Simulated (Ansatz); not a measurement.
# CH4ClFOSTi: up Jacob's ladder to CCSD(T)

One table from this session's results is given with a row withheld; the runs are named, their logs left out.

Program: Ansatz 0.2.0, Gaussian basis. Level of theory: functionals in def2-TZVPP, the program's frozen cores in correlated methods. These are calculated values, not measurements.

Levels to be run: PBE-D4, r2SCAN-D4, PBE0-D4, B3LYP-D4, ωB97X-V, ωB97M-V, B2PLYP; CCSD(T)/def2-TZVPP; MP2/def2-QZVPP; extrapolation to the limit.

### The relaxed structure

An earlier PBE0-D4 in a triple-zeta def2 set relaxation fixed the geometry.

SMILES `C[O][Ti]([F])([SH])[Cl]`, 10 atoms, charge 0, spin multiplicity 1.

Atoms are counted from 1 here; the program's logs count them from 0.

Bond lengths: C1–O2 1.395 Å, C1–H7 1.093 Å, C1–H8 1.093 Å, C1–H9 1.093 Å, O2–Ti3 1.727 Å, Ti3–F4 1.756 Å, Ti3–S5 2.281 Å, Ti3–Cl6 2.203 Å, S5–H10 1.348 Å. Angles: O2–C1–H7 109.8°, O2–C1–H8 109.6°, O2–C1–H9 109.2°, H7–C1–H8 109.5°, H7–C1–H9 109.3°, H8–C1–H9 109.3°, C1–O2–Ti3 173.1°, O2–Ti3–F4 112.5°, O2–Ti3–S5 103.8°, O2–Ti3–Cl6 110.5°, F4–Ti3–S5 110.0°, F4–Ti3–Cl6 109.3°, S5–Ti3–Cl6 110.7°, Ti3–S5–H10 91.4°.

As a file:

```
C     0.6386   -1.8883   -0.0819
O     0.2377   -0.5520   -0.0899
Ti   -0.0550    1.1499   -0.0956
F     0.1644    1.8632   -1.6851
S    -2.2371    1.3275    0.5448
Cl    1.2653    2.1658    1.3454
H     1.0463   -2.1586   -1.0588
H     1.4007   -2.0386    0.6866
H    -0.2244   -2.5217    0.1368
H    -2.2364    2.6528    0.2977
```

Set-up of the first run:

in.yaml reads:

```yaml
crystal:
  periodic: [false, false, false]
  atoms:
    - {symbol: C, position_ang: [0.638593, -1.888299, -0.081920]}
    - {symbol: O, position_ang: [0.237729, -0.551976, -0.089890]}
    - {symbol: Ti, position_ang: [-0.055042, 1.149877, -0.095593]}
    - {symbol: F, position_ang: [0.164398, 1.863219, -1.685132]}
    - {symbol: S, position_ang: [-2.237147, 1.327474, 0.544798]}
    - {symbol: Cl, position_ang: [1.265269, 2.165824, 1.345407]}
    - {symbol: H, position_ang: [1.046324, -2.158586, -1.058846]}
    - {symbol: H, position_ang: [1.400694, -2.038635, 0.686649]}
    - {symbol: H, position_ang: [-0.224440, -2.521737, 0.136806]}
    - {symbol: H, position_ang: [-2.236399, 2.652839, 0.297721]}
basis:
  gaussian: {orbitals: def2-TZVPP}
hamiltonian: {xc: pbe, dispersion: d4}
output: {forces: true, orbitals: {seedname: orbitals}}
```

On the command line:

```console
ansatz run in.yaml --threads 2 --pin off --events-out ev --progress --plain --max-ram 32768MiB --backend cuda --devices 0, --max-vram 18GiB
```

Among the steps run: PBE-D4 (GGA); r2SCAN-D4 (meta-GGA); PBE0-D4 (hybrid); B3LYP-D4 (hybrid); ωB97X-V (range-separated); ωB97M-V (range-separated); B2PLYP (double hybrid).

One table of the session follows, with a row left open; its other results are not shown here.

It belongs to the step «Orbital energies across the functionals». 

```
functional  HOMO (eV)  LUMO (eV)  gap (eV)
    PBE-D4      -6.57      -3.35      3.22
 r2SCAN-D4          ?          ?         ?
   PBE0-D4      -7.80      -2.50      5.30
  B3LYP-D4      -7.55      -2.74      4.82
   ωB97X-V     -10.10      -0.38      9.72
   ωB97M-V      -9.94      -0.37      9.57
```

Q: Estimate the row for r2SCAN-D4 from the others.

**Answer.** HOMO (eV): -6.88; LUMO (eV): -3.32; gap (eV): 3.55. In the column «HOMO (eV)» it lies between B3LYP-D4 (-7.55) and PBE-D4 (-6.57).
